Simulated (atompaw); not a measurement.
**Pseudopotential generation for neodymium: PAW (atompaw), PBE**

Aim: build the potential from the settings below, then test how well it stands in for the atom: scattering, ghost states and the plane-wave cutoff that it needs.

The numbers are computed with atompaw 4.2.0.5 (PBE, scalar-relativistic, spin-unpolarised reference atom).

### 1 Starting point

The settings as typed:

```json
{
 "element": "neodymium (Nd, Z = 60)",
 "type": "PAW",
 "frozen core": "[Xe]",
 "valence charge": "6",
 "reference configuration": "4f4 5d0 6s1.75 6p0.25",
 "partial waves": "6s (bound): rc 3.00 bohr; 6s channel at 1 Ry: rc 3.00 bohr; 6p (bound): rc 3.00 bohr; 6p channel at 5.1 Ry: rc 3.00 bohr; 5d (bound, empty): rc 3.00 bohr; 5d channel at 0.25 Ry: rc 3.00 bohr; 4f (bound): rc 1.20 bohr; 4f channel at 4.2 Ry: rc 1.20 bohr",
 "local potential": "troulliermartins scheme with l = 4 at 0.5 Ry, radius 2.90 bohr",
 "core correction": "smooth core density matched at 2.90 bohr",
 "augmentation charge": "gaussian compensation charge, radius 2.70 bohr; PAW radius 3.00 bohr; waves and projectors: custom polynom gramschmidtortho"
}
```

The nodes and maxima of the atom's own shells, from an earlier all-electron run, set the scale for the radii.

All-electron outer shells of the reference configuration (PBE, scalar-relativistic, ld1.x):

```tsv
shell	level (eV)	outermost node (bohr)	outermost maximum (bohr)
5s	-40.78	0.72	1.32
5p	-22.40	0.77	1.50
6s	-3.68	1.77	3.78
5d	-2.16	0.88	2.21
4f	-2.06	–	0.67
6p	-1.38	2.13	5.04
```

### 2 Generation

Nd.input reads:

```
Nd 60
GGA-PBE scalarrelativistic loggrid 2001 logderivrange -2 5 176
6 6 5 4 0 0
6 0 1.75
6 1 0.25
5 2 0
4 3 4
0 0 0
c
c
c
c
c
v
c
c
c
c
v
c
c
v
v
3
3.00 2.70 2.90 2.90
y
1
n
y
5.1
n
y
0.25
n
y
4.2
n
custom polynom gramschmidtortho gaussian
4 0.5 troulliermartins
3.00
3.00
3.00
3.00
3.00
3.00
1.20
1.20
PWSCFOUT
UPFDX 0.0125d0 UPFXMIN -7.d0 UPFZMESH 60.d0
END
```

Started as:

```console
atompaw < Nd.input > Nd.log
```

Q: Predict the outcome of this session. Wanted: cutoffs for 10 and 1 mRy, occupied levels; bound ghosts; largest phase difference near zero energy, channels read; lowest eigenvalue of the overlap; share of valence orbitals outside the PAW sphere; UPF file.

**Answer**, as computed:

```
                                                quantity                              value
               cutoffs for 10 and 1 mRy, occupied levels                  140 Ry and 200 Ry
                                            bound ghosts     s at -45.04 eV, p at -24.27 eV
largest phase difference near zero energy, channels read                          0.029 rad
         lowest eigenvalue of the overlap (Bessel basis)                          0.286 (p)
        share of valence orbitals outside the PAW sphere  6s 84 %, 6p 95 %, 5d 48 %, 4f 3 %
                                                UPF file                            written
```

It has a bound ghost (s, p), a state that the atom doesn't have, and that rules the file out. By its cutoff, 140 Ry for the looser tolerance, it is very hard. The slowest occupied level is 4f: taken alone it needs 140 Ry to come within 1 mRy, against 8 Ry for 6p. Near zero energy the phases of the channels with partial waves agree within 0.029 rad. These are tests on the free atom; a crystal test is still owed.
